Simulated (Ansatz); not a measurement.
# C2H5AlCl2: the cost of one run

Program: Ansatz 0.2.0. Level of theory: RKS r2SCAN-D4/def2-SVP. These are calculated values, not measurements.

**1. Starting point**

Bond lengths: C1–C2 1.458 Å, C2–Cl3 1.772 Å, C2–Al4 2.028 Å, Al4–Cl5 2.172 Å, C1–H6 1.146 Å, C1–H7 1.100 Å, C1–H8 1.162 Å, C2–H9 1.076 Å, Al4–H10 1.608 Å. Angles (14 of 15 angles, heavy atoms first): C1–C2–Cl3 109.8°, C1–C2–Al4 112.3°, Cl3–C2–Al4 107.7°, C2–Al4–Cl5 119.6°, C1–C2–H9 109.7°, Cl3–C2–H9 110.1°, Al4–C2–H9 107.2°, C2–C1–H6 112.6°, C2–C1–H7 113.4°, C2–C1–H8 111.6°, C2–Al4–H10 119.1°, Cl5–Al4–H10 120.9°, H6–C1–H7 106.9°, H6–C1–H8 103.8°.

Coordinates:

```xyz
10

C    -1.0511    0.3887   -0.5685
C     0.2041   -0.3524   -0.5952
Cl    1.3601    0.4611   -1.6635
Al    1.0542   -0.4906    1.2413
Cl    1.5079    1.3197    2.3521
H    -1.5121    0.5107   -1.6110
H    -1.8185   -0.0749    0.0692
H    -0.8946    1.4813   -0.2062
H     0.0259   -1.3565   -0.9393
H     1.2071   -1.9383    1.9241
```

**2. End point A**

The input, input.yaml:

```yaml
crystal:
  periodic: [false, false, false]
  atoms:
    - { symbol: C, position_ang: [-1.0511, 0.3887, -0.5685] }
    - { symbol: C, position_ang: [0.2041, -0.3524, -0.5952] }
    - { symbol: Cl, position_ang: [1.3601, 0.4611, -1.6635] }
    - { symbol: Al, position_ang: [1.0542, -0.4906, 1.2413] }
    - { symbol: Cl, position_ang: [1.5079, 1.3197, 2.3521] }
    - { symbol: H, position_ang: [-1.5121, 0.5107, -1.611] }
    - { symbol: H, position_ang: [-1.8185, -0.0749, 0.0692] }
    - { symbol: H, position_ang: [-0.8946, 1.4813, -0.2062] }
    - { symbol: H, position_ang: [0.0259, -1.3565, -0.9393] }
    - { symbol: H, position_ang: [1.2071, -1.9383, 1.9241] }
basis:
  gaussian: { orbitals: def2-SVP }
hamiltonian:
  xc: r2scan
  dispersion: d4
relax:
  f_tol: 0.015
  max_steps: 40
```

On the command line:

```bash
> ansatz run input.yaml --threads 2 --pin off --max-ram 3072MiB --backend cpu --events-out ev --progress --plain --runs-dir out
```

Q: Estimate wall time and peak memory on 2 threads of Intel Xeon Platinum 8488C (Sapphire Rapids), shared host.

About 34 s, with a peak of 0.19 GiB.
